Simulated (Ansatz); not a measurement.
# Rh: a line through a two-coordinate scan

An exercise on one series of results from a longer session: the logs are not shown, and one member is left open.

Method: DFT LDA, scalar-relativistic, plane waves, PAW, in Ansatz 0.2.0.

23 further runs of the same task are left out: 23 set aside as unsound or not needed.

### The system as given

Symmetry: Fm-3m, No. 225, cubic system. Conventional cell: a = 3.754 Å, b = 3.754 Å, c = 3.754 Å, α = 90.00°, β = 90.00°, γ = 90.00°. Around Rh (site symmetry m-3m) lie 12 Rh at 2.65 Å.

Structure file:

```cif
data_structure
_symmetry_space_group_name_H-M 'P 1'
_symmetry_Int_Tables_number 1
_cell_length_a 2.6545
_cell_length_b 2.6545
_cell_length_c 2.6545
_cell_angle_alpha 60.000
_cell_angle_beta 60.000
_cell_angle_gamma 60.000
_cell_volume 13.23
loop_
_atom_site_label
_atom_site_type_symbol
_atom_site_fract_x
_atom_site_fract_y
_atom_site_fract_z
_atom_site_occupancy
Rh1 Rh 0.00000 0.00000 0.00000 1
```

This cell was relaxed beforehand with the same method: volume 13.23 Å³/atom, gap on the mesh none (metal).

### What is varied

The energy is mapped over volume and the cell's shape.

- volume per atom: 7 values from 11.11 to 15.34 Å³
- c/a of the conventional cell: 9 values from 0.629 to 1.167

Nothing else is relaxed (symmetry fixes all fractional coordinates). Energies count from the relaxed crystal. Points are written as (first, second).

The first run:

Input file input.yaml:

```yaml
crystal:
  lattice:
    - [0.0, 2.1096832635, 1.3274127094]
    - [2.1096832635, 0.0, 1.3274127094]
    - [2.1096832635, 2.1096832635, 0.0]
  atoms:
    - { symbol: Rh, position: [0.0, 0.0, 0.0] }
basis:
  ecutwfc: 420
kpoints:
  mp_grid: { grid: [22, 22, 22] }
hamiltonian:
  xc: lda
  pseudopotentials: { kind: paw, azcp: { folder: soft_1 } }
scf:
  occupations: { method: gaussian, width: 0.15 }
output:
  forces: true
  stress: true
  eigenvalues: true
```

Started as:

```sh
ansatz run input.yaml --threads 1 --pin off --max-ram 2048MiB --backend cpu --events-out ev --progress --plain --runs-dir out
```

Steps of the session up to this table: Point (11.82 Å³, 0.629); Point (12.52 Å³, 0.629); Point (13.23 Å³, 0.629); Point (14.64 Å³, 0.629); The run at (15.34 Å³, 0.629).

One table of the session follows, with a row left open; its other results are not shown here.

```
volume per atom (Å³)  energy (meV/atom)  slope (meV/atom per Å³)  pressure (GPa)
               11.11                890                     −590              95
               11.82                  ?                        ?               ?
               12.52                383                     −173              28
               13.23                309                      −44               7
               13.93                314                       51              −8
               14.64                375                      119             −19
               15.34                477                      169             −27
```

Q: Estimate the row for volume per atom (Å³) = 11.82 from the others.

Worked estimate for «energy (meV/atom)». A straight line through the neighbours (11.11, 890) and (12.52, 383) gives 890 + (383 − 890) × (11.82 − 11.11) / (12.52 − 11.11) = 635; a parabola fitted to 3 rows on both sides gives 575.

The run gave: energy (meV/atom): 564; slope (meV/atom per Å³): −349; pressure (GPa): 56. In «energy (meV/atom)» the line misses by +71 and the parabola by +11.

Energies count from the relaxed crystal. Rows without a step come from runs not printed here or follow by symmetry. Slopes come from the forces (and the stress, where the cell changes), not from differences of energies.

What this shows: The lowest point of the line is at 13.23 Å³, 309 meV/atom from the zero. Energies and slopes round the minimum, fitted together, put the minimum at 13.526 Å³, with a curvature of about 140 meV/atom per (Å³)². V·d²E/dV² there is about 300 GPa, a bulk modulus under this line's constraint. The highest point computed, at 11.11 Å³, lies 581 meV/atom above the lowest. This is one cut through a surface in two coordinates; the map's lowest point lies off it.

Limits of these values: Warnings in the runs' records: pseudo functional mismatch.
